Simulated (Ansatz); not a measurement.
# YCu: the potential curve near its minimum, part 1 of 2

Aim: the potential curve near its minimum, for YCu, with the cost of each level.

Method: the levels named in each step, in Ansatz 0.2.0.

## 1. The structure to begin with

Bond lengths: Cu1–Y2 2.898 Å.

As a file:

```xyz
2

Cu    0.0000    0.0000    0.0000
Y     0.0000    0.0000    2.8981
```

## 2. A rough first relaxation, PBE-D4/def2-SVP

This run stands in another session on the same molecule. It ended at:

```xyz
2

Cu    0.0000    0.0000    0.1557
Y     0.0000    0.0000    2.7424
```

## 3. Relaxation, PBE0-D4/def2-TZVPP

This run stands in another session on the same molecule. It ended at:

```xyz
2

Cu    0.0000    0.0000    0.0958
Y     0.0000    0.0000    2.8023
```

## 4. Bond length 2.3817 Å, PBE0-D4/def2-QZVPP

input.yaml reads:

```yaml
crystal:
  periodic: [false, false, false]
  atoms:
    - { symbol: Cu, position_ang: [0.0, 0.0, 0.0] }
    - { symbol: "Y", position_ang: [0.0, 0.0, 2.3817] }
basis:
  gaussian: { orbitals: def2-QZVPP.json }
hamiltonian:
  xc: pbe0
  dispersion: d4
```

Run with:

```console
> ansatz run input.yaml --threads 4 --pin off --max-ram 10240MiB --backend cpu --events-out ev --progress --plain --runs-dir out
```

The program printed, shortened:

```text
Warning: RAYON_NUM_THREADS=4 ignored (pool sized by the plan → 4); use --threads N
[...]
Functional definition: PBE0
[...]
1078 factors; their error is unknown
[...]
mean field -45675.37668855 eV, -1678.5391334220 hartree, gradient 1.0e-5 eV, S^2 0.000000; 1 other end points of the search recorded, 0 dependent functions left out
reference -45675.37671478 eV, -1678.5391343860 hartree; 20, 20 occupied and 161, 161 virtual orbitals, 1078 factors
Total energy: -45675.41784785 eV, -1678.5406459981 hartree
```

Run time: 1.4 s. Hardware: 4 threads of AMD EPYC 9R14 (Zen 4), shared host; peak memory 0.32 GiB.

## 5. Bond length 2.49 Å, PBE0-D4/def2-QZVPP

Edit input.yaml of step 4 so:

```diff
@@ -4,3 +4,3 @@
     - { symbol: Cu, position_ang: [0.0, 0.0, 0.0] }
-    - { symbol: "Y", position_ang: [0.0, 0.0, 2.3817] }
+    - { symbol: "Y", position_ang: [0.0, 0.0, 2.49] }
 basis:
```

Run with:

```console
> ansatz run input.yaml --threads 4 --pin off --max-ram 10240MiB --backend cpu --events-out ev --progress --plain --runs-dir out
```

The program printed, shortened:

```text
Warning: RAYON_NUM_THREADS=4 ignored (pool sized by the plan → 4); use --threads N
[...]
[... 1 set-up line as earlier in the session ...]
[...]
1078 factors; their error is unknown
[...]
mean field -45675.55380333 eV, -1678.5456422700 hartree, gradient 2.1e-5 eV, S^2 0.000000; 1 other end points of the search recorded, 0 dependent functions left out
reference -45675.55382984 eV, -1678.5456432443 hartree; 20, 20 occupied and 161, 161 virtual orbitals, 1078 factors
Total energy: -45675.59508183 eV, -1678.5471592269 hartree
```

Wall time 1.4 s (4 threads of AMD EPYC 9R14 (Zen 4), shared host); peak memory 0.32 GiB.

## 6. Bond length 2.5847 Å, PBE0-D4/def2-QZVPP

Edit input.yaml of step 5 so:

```diff
@@ -4,3 +4,3 @@
     - { symbol: Cu, position_ang: [0.0, 0.0, 0.0] }
-    - { symbol: "Y", position_ang: [0.0, 0.0, 2.49] }
+    - { symbol: "Y", position_ang: [0.0, 0.0, 2.5847] }
 basis:
```

Run with:

```console
> ansatz run input.yaml --threads 4 --pin off --max-ram 10240MiB --backend cpu --events-out ev --progress --plain --runs-dir out
```

The program printed, shortened:

```text
Warning: RAYON_NUM_THREADS=4 ignored (pool sized by the plan → 4); use --threads N
[...]
[... 1 set-up line as earlier in the session ...]
[...]
1078 factors; their error is unknown
[...]
mean field -45675.63369996 eV, -1678.5485784172 hartree, gradient 1.7e-5 eV, S^2 0.000000; 1 other end points of the search recorded, 0 dependent functions left out
reference -45675.63372672 eV, -1678.5485794006 hartree; 20, 20 occupied and 161, 161 virtual orbitals, 1078 factors
Total energy: -45675.67527990 eV, -1678.5501064516 hartree
```

Wall time 1.4 s (4 threads of AMD EPYC 9R14 (Zen 4), shared host); peak memory 0.32 GiB.

## 7. Bond length 2.6524 Å, PBE0-D4/def2-QZVPP

Edit input.yaml of step 6 so:

```diff
@@ -4,3 +4,3 @@
     - { symbol: Cu, position_ang: [0.0, 0.0, 0.0] }
-    - { symbol: "Y", position_ang: [0.0, 0.0, 2.5847] }
+    - { symbol: "Y", position_ang: [0.0, 0.0, 2.6524] }
 basis:
```

Run with:

```console
> ansatz run input.yaml --threads 4 --pin off --max-ram 10240MiB --backend cpu --events-out ev --progress --plain --runs-dir out
```

The program printed, shortened:

```text
Warning: RAYON_NUM_THREADS=4 ignored (pool sized by the plan → 4); use --threads N
[...]
[... 1 set-up line as earlier in the session ...]
[...]
1078 factors; their error is unknown
[...]
mean field -45675.65753610 eV, -1678.5494543790 hartree, gradient 2.4e-5 eV, S^2 0.000000; 1 other end points of the search recorded, 0 dependent functions left out
reference -45675.65756303 eV, -1678.5494553687 hartree; 20, 20 occupied and 161, 161 virtual orbitals, 1078 factors
Total energy: -45675.69956631 eV, -1678.5509989609 hartree
```

Run time: 1.4 s. Hardware: 4 threads of AMD EPYC 9R14 (Zen 4), shared host; peak memory 0.32 GiB.

## 8. Bond length 2.7065 Å, PBE0-D4/def2-QZVPP

Edit input.yaml of step 7 so:

```diff
@@ -4,3 +4,3 @@
     - { symbol: Cu, position_ang: [0.0, 0.0, 0.0] }
-    - { symbol: "Y", position_ang: [0.0, 0.0, 2.6524] }
+    - { symbol: "Y", position_ang: [0.0, 0.0, 2.7065] }
 basis:
```

Run with:

```console
> ansatz run input.yaml --threads 4 --pin off --max-ram 10240MiB --backend cpu --events-out ev --progress --plain --runs-dir out
```

The program printed, shortened:

```text
Warning: RAYON_NUM_THREADS=4 ignored (pool sized by the plan → 4); use --threads N
[...]
[... 1 set-up line as earlier in the session ...]
[...]
1078 factors; their error is unknown
[...]
mean field -45675.66039717 eV, -1678.5495595215 hartree, gradient 4.8e-5 eV, S^2 0.000000; 1 other end points of the search recorded, 0 dependent functions left out
reference -45675.66042424 eV, -1678.5495605161 hartree; 20, 20 occupied and 161, 161 virtual orbitals, 1078 factors
Total energy: -45675.70303247 eV, -1678.5511263400 hartree
```

It took 1.5 s on 4 threads of AMD EPYC 9R14 (Zen 4), shared host; peak memory 0.32 GiB.

## 9. Bond length 2.7741 Å, PBE0-D4/def2-QZVPP

Edit input.yaml of step 8 so:

```diff
@@ -4,3 +4,3 @@
     - { symbol: Cu, position_ang: [0.0, 0.0, 0.0] }
-    - { symbol: "Y", position_ang: [0.0, 0.0, 2.7065] }
+    - { symbol: "Y", position_ang: [0.0, 0.0, 2.7741] }
 basis:
```

Run with:

```console
> ansatz run input.yaml --threads 4 --pin off --max-ram 10240MiB --backend cpu --events-out ev --progress --plain --runs-dir out
```

The program printed, shortened:

```text
Warning: RAYON_NUM_THREADS=4 ignored (pool sized by the plan → 4); use --threads N
[...]
[... 1 set-up line as earlier in the session ...]
[...]
1078 factors; their error is unknown
[...]
mean field -45675.64720101 eV, -1678.5490745713 hartree, gradient 4.0e-5 eV, S^2 0.000000; 1 other end points of the search recorded, 0 dependent functions left out
reference -45675.64722823 eV, -1678.5490755719 hartree; 20, 20 occupied and 161, 161 virtual orbitals, 1078 factors
Total energy: -45675.69108268 eV, -1678.5506871931 hartree
```

Run time: 1.4 s. Hardware: 4 threads of AMD EPYC 9R14 (Zen 4), shared host; peak memory 0.32 GiB.

## 10. Bond length 2.8553 Å, PBE0-D4/def2-QZVPP

Edit input.yaml of step 9 so:

```diff
@@ -4,3 +4,3 @@
     - { symbol: Cu, position_ang: [0.0, 0.0, 0.0] }
-    - { symbol: "Y", position_ang: [0.0, 0.0, 2.7741] }
+    - { symbol: "Y", position_ang: [0.0, 0.0, 2.8553] }
 basis:
```

Run with:

```console
> ansatz run input.yaml --threads 4 --pin off --max-ram 10240MiB --backend cpu --events-out ev --progress --plain --runs-dir out
```

The program printed, shortened:

```text
Warning: RAYON_NUM_THREADS=4 ignored (pool sized by the plan → 4); use --threads N
[...]
[... 1 set-up line as earlier in the session ...]
[...]
1078 factors; their error is unknown
[...]
mean field -45675.61130273 eV, -1678.5477553340 hartree, gradient 3.0e-5 eV, S^2 0.000000; 1 other end points of the search recorded, 0 dependent functions left out
reference -45675.61133014 eV, -1678.5477563414 hartree; 20, 20 occupied and 161, 161 virtual orbitals, 1078 factors
Total energy: -45675.65778313 eV, -1678.5494634571 hartree
```

It took 1.4 s on 4 threads of AMD EPYC 9R14 (Zen 4), shared host; peak memory 0.32 GiB.

## 11. Bond length 2.9501 Å, PBE0-D4/def2-QZVPP

Edit input.yaml of step 10 so:

```diff
@@ -4,3 +4,3 @@
     - { symbol: Cu, position_ang: [0.0, 0.0, 0.0] }
-    - { symbol: "Y", position_ang: [0.0, 0.0, 2.8553] }
+    - { symbol: "Y", position_ang: [0.0, 0.0, 2.9501] }
 basis:
```

Run with:

```console
> ansatz run input.yaml --threads 4 --pin off --max-ram 10240MiB --backend cpu --events-out ev --progress --plain --runs-dir out
```

The program printed, shortened:

```text
Warning: RAYON_NUM_THREADS=4 ignored (pool sized by the plan → 4); use --threads N
[...]
[... 1 set-up line as earlier in the session ...]
[...]
1078 factors; their error is unknown
[...]
mean field -45675.54802792 eV, -1678.5454300277 hartree, gradient 1.2e-5 eV, S^2 0.000000; 1 other end points of the search recorded, 0 dependent functions left out
reference -45675.54805554 eV, -1678.5454310426 hartree; 20, 20 occupied and 161, 161 virtual orbitals, 1078 factors
Total energy: -45675.59929581 eV, -1678.5473140879 hartree
```

Run time: 1.4 s. Hardware: 4 threads of AMD EPYC 9R14 (Zen 4), shared host; peak memory 0.31 GiB.

## 12. Bond length 3.0854 Å, PBE0-D4/def2-QZVPP

Edit input.yaml of step 11 so:

```diff
@@ -4,3 +4,3 @@
     - { symbol: Cu, position_ang: [0.0, 0.0, 0.0] }
-    - { symbol: "Y", position_ang: [0.0, 0.0, 2.9501] }
+    - { symbol: "Y", position_ang: [0.0, 0.0, 3.0854] }
 basis:
```

Run with:

```console
> ansatz run input.yaml --threads 4 --pin off --max-ram 10240MiB --backend cpu --events-out ev --progress --plain --runs-dir out
```

The program printed, shortened:

```text
Warning: RAYON_NUM_THREADS=4 ignored (pool sized by the plan → 4); use --threads N
[...]
[... 1 set-up line as earlier in the session ...]
[...]
1078 factors; their error is unknown
[...]
mean field -45675.42975203 eV, -1678.5410834689 hartree, gradient 7.6e-5 eV, S^2 0.000000; 1 other end points of the search recorded, 0 dependent functions left out
reference -45675.42977992 eV, -1678.5410844939 hartree; 20, 20 occupied and 161, 161 virtual orbitals, 1078 factors
Total energy: -45675.48776895 eV, -1678.5432155513 hartree
```

Run time: 1.4 s. Hardware: 4 threads of AMD EPYC 9R14 (Zen 4), shared host; peak memory 0.31 GiB.

## 13. Bond length 2.3817 Å, PBE-D4/def2-QZVPP

input.yaml reads:

```yaml
crystal:
  periodic: [false, false, false]
  atoms:
    - { symbol: Cu, position_ang: [0.0, 0.0, 0.0] }
    - { symbol: "Y", position_ang: [0.0, 0.0, 2.3817] }
basis:
  gaussian: { orbitals: def2-QZVPP.json }
hamiltonian:
  xc: pbe
  dispersion: d4
```

Run with:

```console
> ansatz run input.yaml --threads 4 --pin off --max-ram 10240MiB --backend cpu --events-out ev --progress --plain --runs-dir out
```

The program printed, shortened:

```text
Warning: RAYON_NUM_THREADS=4 ignored (pool sized by the plan → 4); use --threads N
[...]
Functional definition: PBE
[...]
918 factors; their error is unknown
[...]
mean field -45676.39345440 eV, -1678.5764988775 hartree, gradient 4.4e-5 eV, S^2 0.000000; 9 other end points of the search recorded, 0 dependent functions left out
reference -45676.39348934 eV, -1678.5765001617 hartree; 20, 20 occupied and 161, 161 virtual orbitals, 918 factors
Total energy: -45676.44198903 eV, -1678.5782824926 hartree
```

Wall time 5.1 s (4 threads of AMD EPYC 9R14 (Zen 4), shared host); peak memory 0.42 GiB.

## 14. Bond length 2.49 Å, PBE-D4/def2-QZVPP

Edit input.yaml of step 13 so:

```diff
@@ -4,3 +4,3 @@
     - { symbol: Cu, position_ang: [0.0, 0.0, 0.0] }
-    - { symbol: "Y", position_ang: [0.0, 0.0, 2.3817] }
+    - { symbol: "Y", position_ang: [0.0, 0.0, 2.49] }
 basis:
```

Run with:

```console
> ansatz run input.yaml --threads 4 --pin off --max-ram 10240MiB --backend cpu --events-out ev --progress --plain --runs-dir out
```

The program printed, shortened:

```text
Warning: RAYON_NUM_THREADS=4 ignored (pool sized by the plan → 4); use --threads N
[...]
[... 1 set-up line as earlier in the session ...]
[...]
918 factors; their error is unknown
[...]
mean field -45676.53832652 eV, -1678.5818228298 hartree, gradient 8.6e-5 eV, S^2 0.000000; 8 other end points of the search recorded, 0 dependent functions left out
reference -45676.53836179 eV, -1678.5818241260 hartree; 20, 20 occupied and 161, 161 virtual orbitals, 918 factors
Total energy: -45676.58696682 eV, -1678.5836103279 hartree
```

Run time: 5.1 s. Hardware: 4 threads of AMD EPYC 9R14 (Zen 4), shared host; peak memory 0.41 GiB.

## 15. Bond length 2.5847 Å, PBE-D4/def2-QZVPP

Edit input.yaml of step 14 so:

```diff
@@ -4,3 +4,3 @@
     - { symbol: Cu, position_ang: [0.0, 0.0, 0.0] }
-    - { symbol: "Y", position_ang: [0.0, 0.0, 2.49] }
+    - { symbol: "Y", position_ang: [0.0, 0.0, 2.5847] }
 basis:
```

Run with:

```console
> ansatz run input.yaml --threads 4 --pin off --max-ram 10240MiB --backend cpu --events-out ev --progress --plain --runs-dir out
```

The program printed, shortened:

```text
Warning: RAYON_NUM_THREADS=4 ignored (pool sized by the plan → 4); use --threads N
[...]
[... 1 set-up line as earlier in the session ...]
[...]
918 factors; their error is unknown
[...]
mean field -45676.59099846 eV, -1678.5837584881 hartree, gradient 6.4e-5 eV, S^2 0.000000; 8 other end points of the search recorded, 0 dependent functions left out
reference -45676.59103404 eV, -1678.5837597956 hartree; 20, 20 occupied and 161, 161 virtual orbitals, 918 factors
Total energy: -45676.63995559 eV, -1678.5855576292 hartree
```

Wall time 5 s (4 threads of AMD EPYC 9R14 (Zen 4), shared host); peak memory 0.41 GiB.

## 16. Bond length 2.6524 Å, PBE-D4/def2-QZVPP

Edit input.yaml of step 15 so:

```diff
@@ -4,3 +4,3 @@
     - { symbol: Cu, position_ang: [0.0, 0.0, 0.0] }
-    - { symbol: "Y", position_ang: [0.0, 0.0, 2.5847] }
+    - { symbol: "Y", position_ang: [0.0, 0.0, 2.6524] }
 basis:
```

Run with:

```console
> ansatz run input.yaml --threads 4 --pin off --max-ram 10240MiB --backend cpu --events-out ev --progress --plain --runs-dir out
```

The program printed, shortened:

```text
Warning: RAYON_NUM_THREADS=4 ignored (pool sized by the plan → 4); use --threads N
[...]
[... 1 set-up line as earlier in the session ...]
[...]
918 factors; their error is unknown
[...]
mean field -45676.59623990 eV, -1678.5839511074 hartree, gradient 4.5e-5 eV, S^2 0.000000; 8 other end points of the search recorded, 0 dependent functions left out
reference -45676.59627570 eV, -1678.5839524230 hartree; 20, 20 occupied and 161, 161 virtual orbitals, 918 factors
Total energy: -45676.64569430 eV, -1678.5857685230 hartree
```

It took 4.7 s on 4 threads of AMD EPYC 9R14 (Zen 4), shared host; peak memory 0.41 GiB.

## 17. Bond length 2.7065 Å, PBE-D4/def2-QZVPP

Edit input.yaml of step 16 so:

```diff
@@ -4,3 +4,3 @@
     - { symbol: Cu, position_ang: [0.0, 0.0, 0.0] }
-    - { symbol: "Y", position_ang: [0.0, 0.0, 2.6524] }
+    - { symbol: "Y", position_ang: [0.0, 0.0, 2.7065] }
 basis:
```

Run with:

```console
> ansatz run input.yaml --threads 4 --pin off --max-ram 10240MiB --backend cpu --events-out ev --progress --plain --runs-dir out
```

The program printed, shortened:

```text
Warning: RAYON_NUM_THREADS=4 ignored (pool sized by the plan → 4); use --threads N
[...]
[... 1 set-up line as earlier in the session ...]
[...]
918 factors; their error is unknown
[...]
mean field -45676.58487318 eV, -1678.5835333882 hartree, gradient 1.1e-5 eV, S^2 0.000000; 6 other end points of the search recorded, 0 dependent functions left out
reference -45676.58490915 eV, -1678.5835347102 hartree; 20, 20 occupied and 161, 161 virtual orbitals, 918 factors
Total energy: -45676.63500933 eV, -1678.5853758575 hartree
```

It took 3.4 s on 4 threads of AMD EPYC 9R14 (Zen 4), shared host; peak memory 0.29 GiB.

## 18. Bond length 2.7741 Å, PBE-D4/def2-QZVPP

Edit input.yaml of step 17 so:

```diff
@@ -4,3 +4,3 @@
     - { symbol: Cu, position_ang: [0.0, 0.0, 0.0] }
-    - { symbol: "Y", position_ang: [0.0, 0.0, 2.7065] }
+    - { symbol: "Y", position_ang: [0.0, 0.0, 2.7741] }
 basis:
```

Run with:

```console
> ansatz run input.yaml --threads 4 --pin off --max-ram 10240MiB --backend cpu --events-out ev --progress --plain --runs-dir out
```

The program printed, shortened:

```text
Warning: RAYON_NUM_THREADS=4 ignored (pool sized by the plan → 4); use --threads N
[...]
[... 1 set-up line as earlier in the session ...]
[...]
918 factors; their error is unknown
[...]
mean field -45676.55478067 eV, -1678.5824275087 hartree, gradient 1.8e-5 eV, S^2 0.000000; 8 other end points of the search recorded, 0 dependent functions left out
reference -45676.55481686 eV, -1678.5824288386 hartree; 20, 20 occupied and 161, 161 virtual orbitals, 918 factors
Total energy: -45676.60633852 eV, -1678.5843222249 hartree
```

It took 5.1 s on 4 threads of AMD EPYC 9R14 (Zen 4), shared host; peak memory 0.41 GiB.

## 19. Bond length 2.8553 Å, PBE-D4/def2-QZVPP

Edit input.yaml of step 18 so:

```diff
@@ -4,3 +4,3 @@
     - { symbol: Cu, position_ang: [0.0, 0.0, 0.0] }
-    - { symbol: "Y", position_ang: [0.0, 0.0, 2.7741] }
+    - { symbol: "Y", position_ang: [0.0, 0.0, 2.8553] }
 basis:
```

Run with:

```console
> ansatz run input.yaml --threads 4 --pin off --max-ram 10240MiB --backend cpu --events-out ev --progress --plain --runs-dir out
```

The program printed, shortened:

```text
Warning: RAYON_NUM_THREADS=4 ignored (pool sized by the plan → 4); use --threads N
[...]
[... 1 set-up line as earlier in the session ...]
[...]
918 factors; their error is unknown
[...]
mean field -45676.49999909 eV, -1678.5804143228 hartree, gradient 2.7e-5 eV, S^2 0.000000; 7 other end points of the search recorded, 0 dependent functions left out
reference -45676.50003553 eV, -1678.5804156620 hartree; 20, 20 occupied and 161, 161 virtual orbitals, 918 factors
Total energy: -45676.55454557 eV, -1678.5824188689 hartree
```

Run time: 4.8 s. Hardware: 4 threads of AMD EPYC 9R14 (Zen 4), shared host; peak memory 0.41 GiB.

## 20. Bond length 2.9501 Å, PBE-D4/def2-QZVPP

Edit input.yaml of step 19 so:

```diff
@@ -4,3 +4,3 @@
     - { symbol: Cu, position_ang: [0.0, 0.0, 0.0] }
-    - { symbol: "Y", position_ang: [0.0, 0.0, 2.8553] }
+    - { symbol: "Y", position_ang: [0.0, 0.0, 2.9501] }
 basis:
```

Run with:

```console
> ansatz run input.yaml --threads 4 --pin off --max-ram 10240MiB --backend cpu --events-out ev --progress --plain --runs-dir out
```

The program printed, shortened:

```text
Warning: RAYON_NUM_THREADS=4 ignored (pool sized by the plan → 4); use --threads N
[...]
[... 1 set-up line as earlier in the session ...]
[...]
918 factors; their error is unknown
[...]
mean field -45676.41677830 eV, -1678.5773560152 hartree, gradient 6.9e-6 eV, S^2 0.000000; 8 other end points of the search recorded, 0 dependent functions left out
reference -45676.41681502 eV, -1678.5773573648 hartree; 20, 20 occupied and 161, 161 virtual orbitals, 918 factors
Total energy: -45676.47684470 eV, -1678.5795634146 hartree
```

Run time: 5.5 s. Hardware: 4 threads of AMD EPYC 9R14 (Zen 4), shared host; peak memory 0.41 GiB.

## 21. Bond length 3.0854 Å, PBE-D4/def2-QZVPP

Edit input.yaml of step 20 so:

```diff
@@ -4,3 +4,3 @@
     - { symbol: Cu, position_ang: [0.0, 0.0, 0.0] }
-    - { symbol: "Y", position_ang: [0.0, 0.0, 2.9501] }
+    - { symbol: "Y", position_ang: [0.0, 0.0, 3.0854] }
 basis:
```

Run with:

```console
> ansatz run input.yaml --threads 4 --pin off --max-ram 10240MiB --backend cpu --events-out ev --progress --plain --runs-dir out
```

The program printed, shortened:

```text
Warning: RAYON_NUM_THREADS=4 ignored (pool sized by the plan → 4); use --threads N
[...]
[... 1 set-up line as earlier in the session ...]
[...]
918 factors; their error is unknown
[...]
mean field -45676.27420437 eV, -1678.5721165199 hartree, gradient 1.3e-5 eV, S^2 0.000000; 8 other end points of the search recorded, 0 dependent functions left out
reference -45676.27424148 eV, -1678.5721178838 hartree; 20, 20 occupied and 161, 161 virtual orbitals, 918 factors
Total energy: -45676.34198273 eV, -1678.5746073289 hartree
```

Wall time 6.3 s (4 threads of AMD EPYC 9R14 (Zen 4), shared host); peak memory 0.43 GiB.

## 22. Bond length 2.3817 Å, r2SCAN-D4/def2-QZVPP

input.yaml reads:

```yaml
crystal:
  periodic: [false, false, false]
  atoms:
    - { symbol: Cu, position_ang: [0.0, 0.0, 0.0] }
    - { symbol: "Y", position_ang: [0.0, 0.0, 2.3817] }
basis:
  gaussian: { orbitals: def2-QZVPP.json }
hamiltonian:
  xc: r2scan
  dispersion: d4
```

Run with:

```console
> ansatz run input.yaml --threads 4 --pin off --max-ram 10240MiB --backend cpu --events-out ev --progress --plain --runs-dir out
```

The program printed, shortened:

```text
Warning: RAYON_NUM_THREADS=4 ignored (pool sized by the plan → 4); use --threads N
[...]
Functional definition: r2SCAN
[...]
918 factors; their error is unknown
[...]
mean field -45682.37744940 eV, -1678.7964066380 hartree, gradient 8.8e-6 eV, S^2 0.000000; 9 other end points of the search recorded, 0 dependent functions left out
reference -45682.37746175 eV, -1678.7964070919 hartree; 20, 20 occupied and 161, 161 virtual orbitals, 918 factors
Total energy: -45682.38508344 eV, -1678.7966871838 hartree
```

Run time: 9.8 s. Hardware: 4 threads of AMD EPYC 9R14 (Zen 4), shared host; peak memory 0.45 GiB.

## 23. Bond length 2.49 Å, r2SCAN-D4/def2-QZVPP

Edit input.yaml of step 22 so:

```diff
@@ -4,3 +4,3 @@
     - { symbol: Cu, position_ang: [0.0, 0.0, 0.0] }
-    - { symbol: "Y", position_ang: [0.0, 0.0, 2.3817] }
+    - { symbol: "Y", position_ang: [0.0, 0.0, 2.49] }
 basis:
```

Run with:

```console
> ansatz run input.yaml --threads 4 --pin off --max-ram 10240MiB --backend cpu --events-out ev --progress --plain --runs-dir out
```

The program printed, shortened:

```text
Warning: RAYON_NUM_THREADS=4 ignored (pool sized by the plan → 4); use --threads N
[...]
[... 1 set-up line as earlier in the session ...]
[...]
918 factors; their error is unknown
[...]
mean field -45682.51658181 eV, -1678.8015196598 hartree, gradient 6.9e-6 eV, S^2 0.000000; 9 other end points of the search recorded, 0 dependent functions left out
reference -45682.51659426 eV, -1678.8015201170 hartree; 20, 20 occupied and 161, 161 virtual orbitals, 918 factors
Total energy: -45682.52424693 eV, -1678.8018013477 hartree
```

Run time: 9.1 s. Hardware: 4 threads of AMD EPYC 9R14 (Zen 4), shared host; peak memory 0.44 GiB.

(Continued in part 2 of 2.)
